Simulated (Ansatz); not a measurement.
# CoSi (quartet): from Hartree-Fock to the top rungs, def2-QZVPP

An exercise on one series of results from a longer session: the logs are not shown, and one member is left open.

Method: def2-QZVPP, core rule «outside noble gas», up to 14 orbitals frozen; program: Ansatz 0.2.0, Gaussian basis.

The runs, in order: UHF; ROHF; CCSD(T) on UHF.

### The system

The geometry is a PBE0/def2-TZVP stationary point (not a proven minimum).

2 atoms, charge 0, spin multiplicity 4.

Atoms are counted from 1 here; the program's logs count them from 0.

Bond lengths: Co1–Si2 2.231 Å.

Coordinates:

```xyz
2
CoSi
Co    0.0000    0.0000    0.0000
Si    0.0000    0.0000    2.2306
```

The first run:

Input file in.yaml:

```yaml
crystal:
  periodic: [false, false, false]
  atoms:
    - {symbol: Co, position_ang: [0.000000, 0.000000, 0.000000]}
    - {symbol: Si, position_ang: [0.000000, 0.000000, 2.230600]}
basis:
  gaussian: {orbitals: "def2-QZVPP.json"}
magnetization: {spin_polarized: true, initial_magnetization: 3}
hamiltonian: {xc: hf}
output: {orbitals: {seedname: orbitals}}
```

Started as:

```
$ ansatz run in.yaml --threads 1 --pin off --events-out ev --progress --plain --max-ram 4096MiB --backend cpu
```

Steps of the session up to this table: UHF; ROHF; CCSD(T) on UHF.

One of the session's tables, all rows but one given; the rest of the session is left out.

It belongs to the step «Misses and costs». 

```
  method  from UCCSD(T) (meV)
    ROHF             +12922.4
    UMP2               +859.7
   UCCSD                    ?
UCCSD(T)                    0
```

**Question.** Estimate the row for UCCSD.

**Answer.** from UCCSD(T) (meV): +837.3. In the column «from UCCSD(T) (meV)» it lies between UCCSD(T) (0) and UMP2 (+859.7).

Left out of the table: UHF (another determinant or state than the rows shown).

The program flags UCCSD(T) as in doubt (see the logs), so the zero of the table is itself unsure.

Limits of these values: The determinant of HF (⟨S²⟩ 5.39) is far from a pure spin state, so its energy mixes those of several spin states; that is harmless only where they are near-degenerate. The determinant of CCSD(T) (⟨S²⟩ 4.57) is far from a pure spin state, so its energy mixes those of several spin states; high orders of coupled cluster remove much of that, low ones don't. The program flags UCCSD(T) as in doubt, so the zero of the table is itself unsure. Warnings: spin contamination; coupled cluster took another determinant than the lowest.
